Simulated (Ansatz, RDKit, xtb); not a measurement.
# Isomers of Si2NH6OF, a sample narrowed down, part 2 of 2

A sample of isomers of Si2NH6OF is drawn. Aim: find which of them has the lowest free energy at 298.15 K, then its properties. The sample is small against all isomers, and the most stable one of this formula need not be in it.

xtb, Ansatz and PySCF; isolated molecules. The steps go on from the part before.

## 7. Are they minima? Harmonic frequencies

The lowest few in one piece go on as finalists (c037dt drops out). Harmonic vibrations at PBE-D3(BJ)/def2-SVP test each finalist and give the zero-point energy and the thermal terms. The first, c037d:

File input.yaml:

```yaml
crystal:
  periodic: [false, false, false]
  atoms:
    - {symbol: F, position_ang: [0.262851, -0.626543, 0.323625]}
    - {symbol: N, position_ang: [-0.574632, 1.799205, 1.235146]}
    - {symbol: O, position_ang: [-2.376454, -0.254553, 0.965666]}
    - {symbol: Si, position_ang: [-0.792732, 0.086001, 1.354140]}
    - {symbol: Si, position_ang: [-1.879492, 2.975216, 1.119588]}
    - {symbol: H, position_ang: [-2.663360, 0.026674, 0.078326]}
    - {symbol: H, position_ang: [-0.554019, -0.522622, 2.690341]}
    - {symbol: H, position_ang: [0.379175, 2.169714, 1.192598]}
    - {symbol: H, position_ang: [-1.244468, 4.336916, 1.093606]}
    - {symbol: H, position_ang: [-2.826048, 2.881760, 2.283714]}
    - {symbol: H, position_ang: [-2.693903, 2.803695, -0.138671]}
basis:
  gaussian:
    orbitals: def2-SVP
hamiltonian:
  xc: pbe
  dispersion: d3bj
scf:
  lower_state_search: "off"
phonons: {}
```

The run is started by

```
ansatz run input.yaml --threads 2 --pin off --max-ram 5220MiB --events-out events.jsonl --progress --plain --runs-dir runs
```

Output, cut to the lines that bear on the results:

```text
Warning: RAYON_NUM_THREADS=2 ignored (pool sized by the plan → 2); use --threads N
Functional definition: PBE
  name "PBE"
[...]
1203 factors; their error is unknown
[...]
mean field -22086.06651258 eV, -811.6479738636 hartree, gradient 4.3e-6 eV, S^2 0.000000; 0 other end points of the search recorded, 0 dependent functions left out
[...]
reference -22086.06655048 eV, -811.6479752566 hartree; 29, 29 occupied and 79, 79 virtual orbitals, 1203 factors
[...]
1203 factors; their error is unknown
mean field -22086.06648721 eV, -811.6479729314 hartree, gradient 1.3e-6 eV, S^2 0.000000; 0 other end points of the search recorded, 0 dependent functions left out
[...]
reference -22086.06652511 eV, -811.6479743242 hartree; 29, 29 occupied and 79, 79 virtual orbitals, 1203 factors
[...]
1203 factors; their error is unknown
[...]
Atom 4 at    -1.879492     2.975216     1.119588 Å, force    -0.000403     0.000273    -0.000252 eV/Å
Atom 5 at    -2.663360     0.026674     0.078326 Å, force    -0.000093    -0.000505     0.000859 eV/Å
Atom 6 at    -0.554019    -0.522622     2.690341 Å, force     0.000088    -0.000028    -0.000009 eV/Å
Atom 7 at     0.379175     2.169714     1.192598 Å, force     0.000429     0.000101    -0.000078 eV/Å
Atom 8 at    -1.244468     4.336916     1.093606 Å, force     0.000013     0.000037     0.000078 eV/Å
Atom 9 at    -2.826048     2.881760     2.283714 Å, force     0.000072    -0.000081     0.000109 eV/Å
Atom 10 at    -2.693903     2.803695    -0.138671 Å, force    -0.000024    -0.000110     0.000017 eV/Å
Dipole moment:     0.052278     0.302332    -0.087294 e Å
Vibrations: 43.42 106.27 116.50 203.16 283.01 316.79 361.74 385.76 612.35 695.91 729.18 755.91 816.79 849.66 869.38 900.23 907.52 927.82 935.83 975.82 1131.92 2138.28 2170.56 2180.63 2253.53 3524.26 3754.77 cm⁻¹, zero-point energy 1.794485 eV
Checks for a lower state left out: stability, starts, cluster_reference, orbital_swaps, neighbouring_geometries, increment
```

It took 85 s on 2 threads of Intel Xeon Platinum 8259CL at 2.50GHz (Skylake/Cascade Lake), shared host; peak memory 0.15 GiB.

## 8. Zero-point energy and free-energy terms

At 298.15 K and 1 atm, ideal gas, rigid rotor and harmonic oscillator:

```
label              SMILES     spin  point group  lowest mode (cm⁻¹)  zero-point (kcal/mol)  G − E (kcal/mol)
c037d  O[Si@@H](F)N[SiH3]  singlet           C1                  43                   41.4              20.2
c423c     O[SiH2]N[SiH2]F  singlet           C1                  65                   42.0              21.4
```

Chiral structures get −RT ln 2 for their mirror image.

## 9. The final energy

Single points at CCSD(T)/def2-SVP + MP2/def2-TZVPP - MP2/def2-SVP on the refined geometries decide the order.

c037d, CCSD(T)/def2-SVP:

input.yaml, as its differences from that of step 7:

```diff
@@ -4,3 +4,3 @@
     - {symbol: F, position_ang: [0.262851, -0.626543, 0.323625]}
-    - {symbol: N, position_ang: [-0.574632, 1.799205, 1.235146]}
+    - {symbol: "N", position_ang: [-0.574632, 1.799205, 1.235146]}
     - {symbol: O, position_ang: [-2.376454, -0.254553, 0.965666]}
@@ -17,7 +17,4 @@
     orbitals: def2-SVP
-hamiltonian:
-  xc: pbe
-  dispersion: d3bj
-scf:
-  lower_state_search: "off"
-phonons: {}
+correlation:
+  method: ccsd_t
+  frozen_orbitals: {H: 0, Si: 5, O: 1, F: 1, "N": 1}
```

The run is started by

```
ansatz run input.yaml --threads 2 --pin off --max-ram 5220MiB --events-out events.jsonl --progress --plain --runs-dir runs
```

Output, cut to the lines that bear on the results:

```text
Warning: RAYON_NUM_THREADS=2 ignored (pool sized by the plan → 2); use --threads N
Functional definition: HF
  name "HF"
[...]
1039 factors; integrals over basis functions are off by at most 1.2e-3 eV
[...]
mean field -22038.77033187 eV, -809.9098712811 hartree, gradient 1.7e-6 eV, S^2 0.000000; 0 other end points of the search recorded, 0 dependent functions left out
13 core orbitals not correlated: weight in the atoms' cores, before any rotation towards them, 1.000 or more for the frozen orbitals, at most 0.000 for the correlated occupied ones
reference -22038.77033187 eV, -809.9098712811 hartree; 16, 16 occupied and 79, 79 virtual orbitals, 1039 factors
second order -20.05881405 eV of doubles, -0.00000000 eV of singles
cycle   1  -20.63168763 eV  change   -5.7e-1 eV  update   1.0e-1
[...]
cycle   9  -21.26770024 eV  change   -2.1e-6 eV  update   1.2e-5
perturbative correction -0.45018240 eV, -0.0165438979 hartree
Total energy: -22060.48821451 eV, -810.7079887472 hartree
```

Run time: 9.9 s. Hardware: 2 threads of Intel Xeon Platinum 8259CL at 2.50GHz (Skylake/Cascade Lake), shared host; peak memory 0.5 GiB.

## 10. c037d at MP2/def2-TZVPP

File input.yaml:

```yaml
basis:
  gaussian:
    orbitals: def2-TZVPP
crystal:
  periodic: [false, false, false]
  atoms:
    - symbol: F
      position_ang: [0.262851, -0.626543, 0.323625]
    - symbol: "N"
      position_ang: [-0.574632, 1.799205, 1.235146]
    - symbol: O
      position_ang: [-2.376454, -0.254553, 0.965666]
    - symbol: Si
      position_ang: [-0.792732, 0.086001, 1.354140]
    - symbol: Si
      position_ang: [-1.879492, 2.975216, 1.119588]
    - symbol: H
      position_ang: [-2.663360, 0.026674, 0.078326]
    - symbol: H
      position_ang: [-0.554019, -0.522622, 2.690341]
    - symbol: H
      position_ang: [0.379175, 2.169714, 1.192598]
    - symbol: H
      position_ang: [-1.244468, 4.336916, 1.093606]
    - symbol: H
      position_ang: [-2.826048, 2.881760, 2.283714]
    - symbol: H
      position_ang: [-2.693903, 2.803695, -0.138671]
total_charge: 0
correlation:
  method: mp2
  frozen_orbitals: {H: 0, Si: 5, O: 1, F: 1, "N": 1}
```

The run is started by

```
ansatz run input.yaml --threads 2 --pin off --max-ram 5220MiB --events-out events.jsonl --progress --plain --runs-dir runs
```

Output:

```text
Warning: RAYON_NUM_THREADS=2 ignored (pool sized by the plan → 2); use --threads N
Functional definition: HF
  name "HF"
  exchange = exact_x
  correlation = 0
1549 factors; integrals over basis functions are off by at most 1.3e-3 eV
mean field evaluation 1: about -22047.3373 eV, gradient 5.1e1 eV
mean field evaluation 2: about -22047.5831 eV, gradient 5.2e1 eV
mean field evaluation 4: about -22052.6522 eV, gradient 3.5e0 eV
mean field evaluation 8: about -22052.7181 eV, gradient 2.8e-1 eV
mean field -22052.71829054 eV, -810.4224493082 hartree, gradient 2.9e-6 eV, S^2 0.000000; 0 other end points of the search recorded, 0 dependent functions left out
13 core orbitals not correlated: weight in the atoms' cores, before any rotation towards them, 1.000 or more for the frozen orbitals, at most 0.000 for the correlated occupied ones
reference -22052.71829054 eV, -810.4224493082 hartree; 16, 16 occupied and 232, 232 virtual orbitals, 1549 factors
second order -25.84338323 eV of doubles, -0.00000000 eV of singles
Total energy: -22078.56167378 eV, -811.3721761248 hartree
```

Run time: 8.4 s. Hardware: 2 threads of Intel Xeon Platinum 8259CL at 2.50GHz (Skylake/Cascade Lake), shared host; peak memory 0.66 GiB.

## 11. c423c at CCSD(T)/def2-SVP

File input.yaml:

```yaml
crystal:
  periodic: [false, false, false]
  atoms:
    - {symbol: F, position_ang: [-2.377938, 0.860395, -0.187936]}
    - {symbol: "N", position_ang: [-0.331490, 1.030159, 1.671590]}
    - {symbol: O, position_ang: [0.015995, -0.955885, -0.218457]}
    - {symbol: Si, position_ang: [0.574680, -0.428957, 1.274043]}
    - {symbol: Si, position_ang: [-1.253670, 1.881666, 0.474257]}
    - {symbol: H, position_ang: [-0.956500, -0.939381, -0.310197]}
    - {symbol: H, position_ang: [0.368454, -1.388631, 2.417749]}
    - {symbol: H, position_ang: [2.039631, -0.203920, 1.061173]}
    - {symbol: H, position_ang: [-0.622087, 1.155156, 2.646235]}
    - {symbol: H, position_ang: [-1.992171, 2.999676, 1.142275]}
    - {symbol: H, position_ang: [-0.400754, 2.334674, -0.665233]}
basis:
  gaussian:
    orbitals: def2-SVP
correlation:
  method: ccsd_t
  frozen_orbitals: {H: 0, Si: 5, O: 1, F: 1, "N": 1}
```

The run is started by

```
ansatz run input.yaml --threads 2 --pin off --max-ram 5220MiB --events-out events.jsonl --progress --plain --runs-dir runs
```

Output, cut to the lines that bear on the results:

```text
Warning: RAYON_NUM_THREADS=2 ignored (pool sized by the plan → 2); use --threads N
Functional definition: HF
  name "HF"
[...]
1040 factors; integrals over basis functions are off by at most 1.1e-3 eV
[...]
mean field -22038.62568955 eV, -809.9045557740 hartree, gradient 9.1e-7 eV, S^2 0.000000; 0 other end points of the search recorded, 0 dependent functions left out
13 core orbitals not correlated: weight in the atoms' cores, before any rotation towards them, 1.000 or more for the frozen orbitals, at most 0.000 for the correlated occupied ones
reference -22038.62568955 eV, -809.9045557740 hartree; 16, 16 occupied and 79, 79 virtual orbitals, 1040 factors
second order -20.08837202 eV of doubles, -0.00000000 eV of singles
cycle   1  -20.64376956 eV  change   -5.6e-1 eV  update   1.0e-1
[...]
cycle   9  -21.28909283 eV  change   -1.2e-5 eV  update   1.8e-5
perturbative correction -0.45695215 eV, -0.0167926819 hartree
Total energy: -22060.37173453 eV, -810.7037081871 hartree
```

Wall time 9.6 s (2 threads of Intel Xeon Platinum 8259CL at 2.50GHz (Skylake/Cascade Lake), shared host); peak memory 0.5 GiB.

## 12. Putting it together

Energies in kcal/mol from c037d; G adds the thermal terms to the CCSD(T)/def2-SVP + MP2/def2-TZVPP - MP2/def2-SVP energy. The columns left of the relaxed level are at the tight-binding geometries.

```csv
label,SMILES,spin,GFN2-xTB,HF/STO-3G,r2SCAN-D4/def2-SVP,PBE-D3(BJ)/def2-SVP,HF/def2-SVP,MP2/def2-SVP,CCSD(T)/def2-SVP + MP2/def2-TZVPP - MP2/def2-SVP,G,share at equilibrium,T1
c037d,O[Si@@H](F)N[SiH3],singlet,0.0,0.0,0.0,0.0,0.0,0.0,0.0,0.0,99.9 %,0.012
c423c,O[SiH2]N[SiH2]F,singlet,-3.1,6.3,7.5,2.2,3.3,2.7,3.1,4.3,0.1 %,0.012
```

Lowest found: c037d, `O[Si@@H](F)N[SiH3]`, a singlet of point group C1. Bond lengths: F1–Si4 1.638 Å, N2–Si4 1.731 Å, O3–Si4 1.666 Å, N2–Si5 1.760 Å, O3–H6 0.974 Å, Si4–H7 1.488 Å, N2–H8 1.024 Å, Si5–H9 1.503 Å, Si5–H10 1.503 Å, Si5–H11 1.509 Å. Some angles: F1–Si4–N2 107.8°, F1–Si4–O3 112.1°, N2–Si4–O3 107.8°, Si4–N2–Si5 124.9°, F1–Si4–H7 106.5°, N2–Si4–H7 116.5°, O3–Si4–H7 106.2°, Si4–N2–H8 118.6°, Si5–N2–H8 116.5°, Si4–O3–H6 115.7°.

```xyz
11

F     0.2629   -0.6265    0.3236
N    -0.5746    1.7992    1.2351
O    -2.3765   -0.2546    0.9657
Si   -0.7927    0.0860    1.3541
Si   -1.8795    2.9752    1.1196
H    -2.6634    0.0267    0.0783
H    -0.5540   -0.5226    2.6903
H     0.3792    2.1697    1.1926
H    -1.2445    4.3369    1.0936
H    -2.8260    2.8818    2.2837
H    -2.6939    2.8037   -0.1387
```

## 13. Summary of results

This closing draws on all 2 parts.

| quantity | value |
| --- | --- |
| lowest structure found | O[Si@@H](F)N[SiH3], singlet, C1 |
| next finalist | O[SiH2]N[SiH2]F, singlet, 4.3 kcal/mol higher in G |
| share at equilibrium, among the finalists | 99.9 % |
| funnel | 10 starts, 9 minima at GFN2-xTB, 6 screening runs, 3 relaxed, 2 ranked |
| CPU time of all runs | 15 min |
| harmonic wavenumbers, lowest and highest (PBE-D3(BJ)/def2-SVP) | 43 and 3755 cm⁻¹ |
| rotational constants, same geometry | 0.193, 0.05907, 0.04987 cm⁻¹ |

What this shows: The search ends on `O[Si@@H](F)N[SiH3]`. Among the finalists first place is clear (4.3 kcal/mol); structures outside the list aren't covered. HF/STO-3G, r2SCAN-D4/def2-SVP, PBE-D3(BJ)/def2-SVP, HF/def2-SVP and MP2/def2-SVP already put its bonding pattern lowest among the structures in one piece; GFN2-xTB favours the singlet O[SiH2]N[SiH2]F. The largest share of the time went into the relaxations (52 %). 3 minima inside the window were never screened. The search is not exhaustive (a finite list of starts, one conformer a finalist), so a lower isomer can't be ruled out. Only 3 drawn patterns were tried, so whole families of isomers are missing, and the result ranks this sample alone. The lowest isomer need not be the one that is made and kept in a bottle, which depends on barriers.
